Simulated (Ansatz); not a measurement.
# HfBr5: the cost of one run

Computed with Ansatz 0.2.0 (DFT PBE, scalar-relativistic, plane waves, PAW, unless a step's input says otherwise).

## 1. The system as given

Symmetry: F-43m, No. 216, cubic system. Conventional cell: a = 9.045 Å, b = 9.045 Å, c = 9.045 Å, α = 90.00°, β = 90.00°, γ = 90.00°. Hf (site symmetry -43m) is surrounded by 16 Br at 3.75 to 3.92 Å. Br (site symmetry 3m) is surrounded by 9 Br at 3.20 to 3.75 Å and 3 Hf at 3.75 Å. Around Br (site symmetry -43m) lie 12 Br at 3.75 Å and 4 Hf at 3.92 Å.

Structure file:

```cif
data_structure
_symmetry_space_group_name_H-M 'P 1'
_symmetry_Int_Tables_number 1
_cell_length_a 6.3959
_cell_length_b 6.3959
_cell_length_c 6.3959
_cell_angle_alpha 60.000
_cell_angle_beta 60.000
_cell_angle_gamma 60.000
_cell_volume 185.01
loop_
_atom_site_label
_atom_site_type_symbol
_atom_site_fract_x
_atom_site_fract_y
_atom_site_fract_z
_atom_site_occupancy
Hf1 Hf 0.00000 0.00000 0.00000 1
Br1 Br 0.12500 0.62500 0.62500 1
Br2 Br 0.62500 0.62500 0.62500 1
Br3 Br 0.62500 0.12500 0.62500 1
Br4 Br 0.62500 0.62500 0.12500 1
Br5 Br 0.25000 0.25000 0.25000 1
```

The cell is invented: species swapped into a database cell of DyCu5 (F-43m, No. 216), with Hf on the Dy sites and Br on the Cu sites. Lengths come from tabulated atomic sizes and are only a guess.

## 2. A first look at the guess

input.yaml

```yaml
crystal:
  lattice:
    - [0.0, 4.52259423, 4.52259423]
    - [4.52259423, 0.0, 4.52259423]
    - [4.52259423, 4.52259423, 0.0]
  atoms:
    - { symbol: Hf, position: [0.0, 0.0, 0.0] }
    - { symbol: Br, position: [0.125, 0.625, 0.625] }
    - { symbol: Br, position: [0.625, 0.625, 0.625] }
    - { symbol: Br, position: [0.625, 0.125, 0.625] }
    - { symbol: Br, position: [0.625, 0.625, 0.125] }
    - { symbol: Br, position: [0.25, 0.25, 0.25] }
basis:
  ecutwfc: 420
kpoints:
  mp_grid: { grid: [4, 4, 4] }
hamiltonian:
  xc: pbe
scf:
  occupations: { method: gaussian, width: 0.1 }
  lower_state_search: "off"
output:
  forces: true
  stress: true
  eigenvalues: true
```

Run with:

```bash
$ ansatz run input.yaml --threads 1 --pin off --max-ram 2560MiB --backend cpu --events-out ev --progress --plain --runs-dir out
```

What time and memory should one allow on 1 thread of Intel Xeon at 2.50GHz (Skylake/Cascade Lake), shared host?

About 8.2 s, with a peak of 0.41 GiB.
